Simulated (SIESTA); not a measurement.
Cu3Ge:

```
Ge Cu
1.0
     4.17077    0.00000    0.00000
     0.00000    5.21103    0.00000
     0.00000    0.00000    4.54116
Ge Cu
2 6
Direct
  0.00000 0.00000 0.17514
  0.50000 0.50000 0.82486
  0.00000 0.74831 0.66290
  0.00000 0.25169 0.66290
  0.50000 0.75169 0.33710
  0.50000 0.24831 0.33710
  0.50000 0.00000 0.83669
  0.00000 0.50000 0.16331
```

The cell comes from a database or a generator and needn't be the stable form of this composition.

```yaml
Program: SIESTA 5.4.2
Task: single point
Functional: PBEsol
Potentials_or_basis: PseudoDojo 0.4 standard (PBEsol files)
Basis: DZP (energy shift 0.003 Ry; two zetas on semicore shells)
Grid_cutoff: 800 Ry
Energy_shift: 0.003 Ry
k_mesh: 7 × 5 × 6
Occupations: fermi-dirac, width 0.05 eV
Spin: no spin polarisation
```

On this cell: pressure -0.1 GPa; largest force 0.165 eV/Å; band gap on the k mesh none (metal or under the smearing width).

The same run follows on a disturbed copy (atoms moved at random, drawn with an rms of 0.05 Å):

```
CELL_PARAMETERS angstrom
4.17077 0.00000 0.00000
0.00000 5.21103 0.00000
0.00000 0.00000 4.54116
ATOMIC_POSITIONS crystal
Ge 0.99704 0.99663 0.17695
Ge 0.50774 0.50034 0.83135
Cu 0.00153 0.74940 0.67108
Cu 0.99241 0.24412 0.65949
Cu 0.51780 0.75740 0.34117
Cu 0.50041 0.24174 0.33897
Cu 0.50291 0.00198 0.82575
Cu 0.00732 0.50170 0.15698
```

**Question.** What changes?

**Answer.** The energy (extrapolated to zero smearing) moves by +8.2 meV/atom; pressure 0.4 GPa; largest force 0.630 eV/Å; band gap on the k mesh none (metal or under the smearing width).

Forces in eV/Å, atoms in the order of the input:
```
Ge   0.424  0.161 -0.207
Ge  -0.269 -0.067 -0.080
Cu   0.289 -0.174 -0.193
Cu   0.334  0.308  0.039
Cu  -0.494 -0.386 -0.065
Cu  -0.154  0.359 -0.128
Cu  -0.215 -0.056  0.218
Cu   0.082 -0.145  0.417
```

Stress tensor (GPa, compression positive):
```
 0.23  0.12  0.09
 0.12  1.44 -0.18
 0.09 -0.18 -0.54
```

Caveats: short orbitals over semicore shells can move pressures by several GPa; the basis of atomic orbitals isn't converged, which shifts pressures, moduli and gaps.
